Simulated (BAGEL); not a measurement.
# AlNH4O2 (SMILES [NH2][Al]([OH])[OH]): PBE0/6-311+G(d,p) (density fitting with qzvpp-jkfit)

What is the energy change on altering one bond length of AlNH4O2 at PBE0/6-311+G** (density fitting with qzvpp-jkfit)? 

The calculation is run with BAGEL 1.2.2.

1 further run of the same task is left out (set aside as unsound or not needed).

### 1 The system as given

AlNH4O2 has 8 atoms, charge 0, and is taken as a singlet. SMILES: `[NH2][Al]([OH])[OH]`. The coordinates come from a PBE0-D4/def2-TZVP relaxation. This is one conformer, not always the lowest.

Bond lengths: N1–Al2 1.760 Å, Al2–O3 1.695 Å, Al2–O4 1.692 Å, N1–H5 1.005 Å, N1–H6 1.006 Å, O3–H7 0.954 Å, O4–H8 0.955 Å. Angles: N1–Al2–O3 123.6°, N1–Al2–O4 117.6°, O3–Al2–O4 118.8°, Al2–N1–H5 126.0°, Al2–N1–H6 123.5°, Al2–O3–H7 124.8°, Al2–O4–H8 122.2°, H5–N1–H6 110.5°.

### 2 A single-point energy at PBE0/6-311+G(d,p) (density fitting with qzvpp-jkfit)

calc.json

```json
{ "bagel" : [

{
  "title" : "molecule",
  "basis" : "6-311+gss.json",
  "df_basis" : "qzvpp-jkfit",
  "angstrom" : "true",
  "geometry" : [
    { "atom" : "N", "xyz" : [      -0.453400,       1.370900,       0.159000 ] },
    { "atom" : "Al", "xyz" : [       0.021900,      -0.314300,      -0.015200 ] },
    { "atom" : "O", "xyz" : [       1.569400,      -0.806100,      -0.500900 ] },
    { "atom" : "O", "xyz" : [      -1.140100,      -1.496100,       0.324200 ] },
    { "atom" : "H", "xyz" : [       0.132800,       2.170000,      -0.009000 ] },
    { "atom" : "H", "xyz" : [      -1.372600,       1.662000,       0.447700 ] },
    { "atom" : "H", "xyz" : [       2.287000,      -0.213800,      -0.712700 ] },
    { "atom" : "H", "xyz" : [      -0.952800,      -2.429800,       0.251200 ] }
  ]
},

{ "title" : "ks", "xc_func" : "pbe0", "charge" : 0 },

{ "title" : "print", "file" : "orbitals.molden", "orbitals" : "true" }

]}
```

The basis set 6-311+G** is read from a file made from the Basis Set Exchange's data (not shown).

Run with:

```
BAGEL_NUM_THREADS=1 BAGEL calc.json > calc.out
```

Output:

```text
* using 1 threads per process

  ===============================================================
  ===============================================================

  *** Geometry ***

  { "atom" : "N", "xyz" : [     -0.856802,      2.590626,      0.300466 ] },
  { "atom" : "Al", "xyz" : [      0.041385,     -0.593941,     -0.028724 ] },
  { "atom" : "O", "xyz" : [      2.965736,     -1.523308,     -0.946564 ] },
  { "atom" : "O", "xyz" : [     -2.154477,     -2.827219,      0.612649 ] },
  { "atom" : "H", "xyz" : [      0.250956,      4.100706,     -0.017008 ] },
  { "atom" : "H", "xyz" : [     -2.593838,      3.140725,      0.846030 ] },
  { "atom" : "H", "xyz" : [      4.321804,     -0.404023,     -1.346808 ] },
  { "atom" : "H", "xyz" : [     -1.800531,     -4.591657,      0.474699 ] },

  Number of auxiliary basis functions:      431

  Since a DF basis is specified, we compute 2- and 3-index integrals:
    o Being stored without compression. Storage requirement is 0.050 GB

  Number of basis functions:      120
  Number of electrons      :       40

    * METHOD: MOLECULE                             0.19

  *** Kohn-Sham DFT ***

    * Removing 13906 points whose weight is below 1.00e-10
    * Grid points: 105342

  === Nuclear Repulsion ===
   161.6987015513

       - DIIS with orbital gradients will be used.

  === KS iteration (pbe0 / 6-311+gss.json) ===
      0       -342.43508332          0.24771362           0.45
      1       -256.86519619          0.18598402           0.44
      2       -388.39311814          0.21616950           0.45
      3       -421.55813860          0.12662357           0.45
      4       -447.35670764          0.07039652           0.45
      5       -446.89571571          0.06845893           0.45
      6       -448.39305372          0.05527275           0.45
      7       -439.48930264          0.12480183           0.44
      8       -449.66544663          0.02553832           0.44
      9       -449.88009891          0.01133584           0.44
     10       -449.91950001          0.00266592           0.44
     11       -449.92172497          0.00128170           0.44
     12       -449.92231427          0.00050281           0.43
     13       -449.92239237          0.00011725           0.43
     14       -449.92239781          0.00002880           0.44
     15       -449.92239800          0.00001802           0.44
     16       -449.92239807          0.00001068           0.44
     17       -449.92239811          0.00000159           0.43
     18       -449.92239811          0.00000038           0.44
     19       -449.92239811          0.00000013           0.44
     20       -449.92239811          0.00000003           0.44
     21       -449.92239811          0.00000001           0.44
     22       -449.92239811          0.00000000           0.44
    * SCF iteration converged.

    * Permanent dipole moment:
           (   -0.426120,    -0.564789,     0.122173) a.u.

    * METHOD: KS                                  10.72

    * METHOD: PRINT                                0.02

  ===============================================================
```

Run time: 11 s. Hardware: 1 thread of Arm Neoverse V2, shared host; peak memory 0.57 GiB.

### 3 The distorted shape at the same level

input.json

```json
{ "bagel" : [

{
  "title" : "molecule",
  "basis" : "6-311+gss.json",
  "df_basis" : "qzvpp-jkfit",
  "angstrom" : true,
  "geometry" : [
    { "atom" : "N", "xyz" : [      -0.917641,       1.518437,       0.304707 ] },
    { "atom" : "Al", "xyz" : [      -0.442341,      -0.166763,       0.130507 ] },
    { "atom" : "O", "xyz" : [       1.569400,      -0.806100,      -0.500900 ] },
    { "atom" : "O", "xyz" : [      -1.604341,      -1.348563,       0.469907 ] },
    { "atom" : "H", "xyz" : [      -0.331441,       2.317537,       0.136707 ] },
    { "atom" : "H", "xyz" : [      -1.836841,       1.809537,       0.593407 ] },
    { "atom" : "H", "xyz" : [       2.287000,      -0.213800,      -0.712700 ] },
    { "atom" : "H", "xyz" : [      -1.417041,      -2.282263,       0.396907 ] }
  ]
},

{ "title" : "ks", "xc_func" : "pbe0" },

{ "title" : "print", "file" : "orbitals.molden", "orbitals" : true }

]}
```

The basis set 6-311+G** is read from a file made from the Basis Set Exchange's data (not shown).

Run with:

```
BAGEL_NUM_THREADS=1 BAGEL input.json > input.out
```

Output:

```text
* using 1 threads per process

  ===============================================================
  ===============================================================

  *** Geometry ***

  { "atom" : "N", "xyz" : [     -1.734090,      2.869430,      0.575813 ] },
  { "atom" : "Al", "xyz" : [     -0.835903,     -0.315136,      0.246622 ] },
  { "atom" : "O", "xyz" : [      2.965736,     -1.523308,     -0.946564 ] },
  { "atom" : "O", "xyz" : [     -3.031765,     -2.548415,      0.887996 ] },
  { "atom" : "H", "xyz" : [     -0.626333,      4.379510,      0.258339 ] },
  { "atom" : "H", "xyz" : [     -3.471126,      3.419529,      1.121377 ] },
  { "atom" : "H", "xyz" : [      4.321804,     -0.404023,     -1.346808 ] },
  { "atom" : "H", "xyz" : [     -2.677819,     -4.312852,      0.750046 ] },

  Number of auxiliary basis functions:      431

  Since a DF basis is specified, we compute 2- and 3-index integrals:
    o Being stored without compression. Storage requirement is 0.050 GB

  Number of basis functions:      120
  Number of electrons      :       40

    * METHOD: MOLECULE                             0.19

  *** Kohn-Sham DFT ***

    * Removing 13288 points whose weight is below 1.00e-10
    * Grid points: 105960

  === Nuclear Repulsion ===
   150.2171761822

       - DIIS with orbital gradients will be used.

  === KS iteration (pbe0 / 6-311+gss.json) ===
      0       -350.77474475          0.23689384           0.44
      1       -305.57499272          0.18292902           0.43
      2       -387.19827825          0.21601227           0.44
      3       -424.79440959          0.12515402           0.44
      4       -446.90758826          0.07872189           0.44
      5       -445.00634671          0.09795035           0.44
      6       -446.44140457          0.08312474           0.44
      7       -442.55217995          0.08736388           0.45
      8       -449.43140250          0.03183309           0.46
      9       -449.79918627          0.01177958           0.46
     10       -449.84187472          0.00763972           0.45
     11       -449.86066546          0.00352037           0.45
     12       -449.86453297          0.00162165           0.45
     13       -449.86552870          0.00020461           0.45
     14       -449.86554100          0.00009062           0.44
     15       -449.86554400          0.00000374           0.45
     16       -449.86554401          0.00000187           0.44
     17       -449.86554401          0.00000051           0.45
     18       -449.86554401          0.00000012           0.45
     19       -449.86554401          0.00000006           0.45
     20       -449.86554401          0.00000001           0.45
     21       -449.86554401          0.00000001           0.45
    * SCF iteration converged.

    * Permanent dipole moment:
           (    0.391253,    -0.761998,    -0.133323) a.u.

    * METHOD: KS                                  10.33

    * METHOD: PRINT                                0.02

  ===============================================================
```

Run time: 11 s. Hardware: 1 thread of Arm Neoverse V2, shared host; peak memory 0.57 GiB.

### 4 Summary of results

Level: PBE0/6-311+G** (density fitting with qzvpp-jkfit).

```
                                                          quantity          value
                                         first shape: total energy  -449.92240 Eh
                                        first shape: dipole moment         1.82 D
                                          first shape: HOMO energy       -7.47 eV
                                          first shape: LUMO energy       -0.70 eV
                                        first shape: HOMO–LUMO gap        6.77 eV
                                     distorted shape: total energy  -449.86554 Eh
                                    distorted shape: dipole moment         2.20 D
                                      distorted shape: HOMO energy       -7.58 eV
                                      distorted shape: LUMO energy       -1.43 eV
                                    distorted shape: HOMO–LUMO gap        6.15 eV
energy change with the Al2–O3 bond stretched from 1.695 to 2.203 Å       1.547 eV
```

What this shows: With the Al2–O3 bond stretched from 1.695 to 2.203 Å the energy rises by 1.55 eV (36 kcal/mol). The first shape isn't relaxed at this level, so the change isn't measured from a minimum.
